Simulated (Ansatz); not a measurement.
BClH3OSi, SMILES [SiH3]O[B]Cl, a rigid scan of one bond length

Computed with Ansatz 0.2.0, Python API.

`run_scan.py`
```python
"""Potential curve of BClH3OSi along one bond."""

import ansatz as az
import numpy as np


def main() -> None:
    geometry_ang = [
        ("Si", (-0.4287, 0.5735, 0.4314)),
        ("O", (0.3549, -0.8532, 0.7396)),
        ("B", (1.3017, -0.9884, -0.3532)),
        ("Cl", (0.9893, -1.9411, -1.8614)),
        ("H", (-1.478, 0.8335, 1.4539)),
        ("H", (0.463, 1.767, 0.4183)),
        ("H", (-1.141, 0.5408, -0.8742)),
    ]
    mol = az.Crystal.molecule()
    for symbol, xyz in geometry_ang:
        mol = mol.atom(symbol, xyz)

    symbols = [site.symbol for site in mol.cartesian_sites]
    start = np.array([site.position_ang for site in mol.cartesian_sites])
    axis = (start[3] - start[2]) / np.linalg.norm(start[3] - start[2])
    moving = [3]
    lengths, energies = [1.594, 1.666, 1.739, 1.811, 1.883, 1.956, 2.028, 2.137], []
    for length in lengths:
        xyz = start.copy()
        xyz[moving] += (length - np.linalg.norm(start[3] - start[2])) * axis
        point = az.Crystal.molecule()
        for symbol, place in zip(symbols, xyz):
            point = point.atom(symbol, place.tolist())
        base = (
            point.calculation()
            .basis(gaussian="cc-pVDZ")
            .functional("hf")
            .spin("collinear", total=1)
        )
        summary = base.run().report
        energies.append(summary["free_energy_ev"])
        print(f"r = {length:6.3f} A  E = {energies[-1]:.5f} eV  <S^2> = {abs(summary['mean_field']['state']['spin_squared']):.3f}")

    # quartic fit about the minimum
    fit = np.polynomial.Polynomial.fit(lengths, np.array(energies) - min(energies), 4).convert()
    roots = [r.real for r in fit.deriv().roots() if abs(r.imag) < 1e-9 and fit.deriv(2)(r.real) > 0]
    r_e = min(roots, key=lambda r: abs(r - lengths[int(np.argmin(energies))]))
    print(f"minimum of the fit at {r_e:.4f} A, force constant {fit.deriv(2)(r_e):.2f} eV/A^2")


if __name__ == "__main__":
    main()
```

```console
$ python run_scan.py
r =  1.594 A  E = -23123.01554 eV  <S^2> = 0.755
r =  1.666 A  E = -23123.30169 eV  <S^2> = 0.755
r =  1.739 A  E = -23123.39832 eV  <S^2> = 0.755
r =  1.811 A  E = -23123.36009 eV  <S^2> = 0.755
r =  1.883 A  E = -23123.23145 eV  <S^2> = 0.756
r =  1.956 A  E = -23123.04071 eV  <S^2> = 0.757
r =  2.028 A  E = -23122.81659 eV  <S^2> = 0.759
r =  2.137 A  E = -23122.44720 eV  <S^2> = 0.768
minimum of the fit at 1.7506 A, force constant 24.29 eV/A^2
```

What to keep in mind:
- Total energies depend on the basis set; only differences at equal settings carry meaning.
- The rest of the molecule is held rigid at a force-field or estimated start geometry, and the basis set is modest; single-reference methods fail as a bond breaks.
- The species is open-shell (spin multiplicity 2).
- Hartree-Fock leaves correlation out, so bond, atomisation and ionisation energies come out well too low.
- It ran for 14 s on 1 thread of AMD EPYC 7R43 64-Core Processor (Zen 3) (shared host), peak memory 0.24 GiB.
